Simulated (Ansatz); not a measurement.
# C₂HFSe: one species, many methods

The task here is to estimate one member of a computed series from the others.

The runs use Ansatz 0.2.0, Gaussian basis; functionals in def2-TZVPP, the program's frozen cores in correlated methods.

Levels to be run: LDA (SPW92), PBE-D4, revPBE-D4, BLYP-D4, r2SCAN-D4, B97M-V, PBE0-D4, B3LYP-D4, r2SCANh-D4, r2SCAN0-D4, HSE06-D4, BHLYP-D4, CAM-B3LYP-D4, LC-ωPBE, ωB97X-V, ωB97M-V, B2PLYP, PBE-QIDH; CCSD(T)/def2-SVP; CCSD(T)/def2-TZVPP; MP2/def2-QZVPP; extrapolation to the limit; RPA on PBE.

## The geometry

An earlier PBE0-D4 in a triple-zeta def2 set relaxation fixed the geometry.

SMILES `FC1=C[Se]1`, 5 atoms, charge 0, spin multiplicity 1.

Atoms are counted from 1 here; the program's logs count them from 0.

Bond lengths: F1–C2 1.295 Å, C2–C3 1.273 Å, C2–Se4 1.914 Å, C3–Se4 2.039 Å, C3–H5 1.073 Å. Angles: F1–C2–C3 145.4°, F1–C2–Se4 138.0°, C3–C2–Se4 76.6°, C2–C3–Se4 66.0°, C2–C3–H5 155.7°, Se4–C3–H5 138.4°, C2–Se4–C3 37.4°.

Geometry (Å):

```csv
atom,x (Å),y (Å),z (Å)
F1,-0.35189,-1.45940,1.11044
C2,-0.22132,-0.49808,0.25290
C3,0.46825,0.51728,-0.08572
Se4,-1.11084,0.13690,-1.31824
H5,1.26580,1.22970,-0.00088
```

Set-up of the first run:

Input file in.yaml:

```yaml
crystal:
  periodic: [false, false, false]
  atoms:
    - {symbol: F, position_ang: [-0.351891, -1.459396, 1.110438]}
    - {symbol: C, position_ang: [-0.221321, -0.498080, 0.252905]}
    - {symbol: C, position_ang: [0.468253, 0.517281, -0.085719]}
    - {symbol: Se, position_ang: [-1.110843, 0.136899, -1.318243]}
    - {symbol: H, position_ang: [1.265802, 1.229697, -0.000879]}
basis:
  gaussian: {orbitals: def2-TZVPP}
hamiltonian: {xc: lda}
output: {orbitals: {seedname: orbitals}}
```

On the command line:

```sh
$ ansatz run in.yaml --threads 2 --pin off --events-out ev --progress --plain --max-ram 4352MiB
```

Steps of the session up to this table: LDA; PBE-D4 (GGA); revPBE-D4 (GGA); BLYP-D4 (GGA); r2SCAN-D4 (meta-GGA); B97M-V (meta-GGA); PBE0-D4 (hybrid); B3LYP-D4 (hybrid); r2SCANh-D4 (hybrid); r2SCAN0-D4 (hybrid); HSE06-D4 (hybrid); BHLYP-D4 (hybrid); CAM-B3LYP-D4 (range-separated); LC-ωPBE (range-separated); ωB97X-V (range-separated); ωB97M-V (range-separated); B2PLYP (double hybrid); PBE-QIDH (double hybrid).

One table of the session follows, with a row left open; its other results are not shown here.

It belongs to the step «Frontier levels by functional». 

| functional | HOMO (eV) | gap (eV) |
| --- | --- | --- |
| LDA (SPW92) | -4.86 | 2.41 |
| PBE-D4 | -4.69 | 2.44 |
| revPBE-D4 | -4.63 | 2.46 |
| BLYP-D4 | -4.55 | 2.40 |
| r2SCAN-D4 | -4.88 | 2.77 |
| B97M-V | -4.97 | 2.95 |
| PBE0-D4 | -5.84 | 4.50 |
| B3LYP-D4 | -5.63 | 4.04 |
| r2SCANh-D4 | -5.31 | 3.54 |
| r2SCAN0-D4 | -5.95 | 4.70 |
| HSE06-D4 | ? | ? |
| BHLYP-D4 | -6.84 | 6.47 |
| CAM-B3LYP-D4 | -7.16 | 6.90 |
| LC-ωPBE | -8.51 | 9.44 |
| ωB97X-V | -8.13 | 8.97 |
| ωB97M-V | -8.00 | 8.73 |

Q: Estimate the row for HSE06-D4 from the others.

The run gave: HOMO (eV): -5.44; gap (eV): 3.71. In the column «HOMO (eV)» it lies between B3LYP-D4 (-5.63) and r2SCANh-D4 (-5.31).
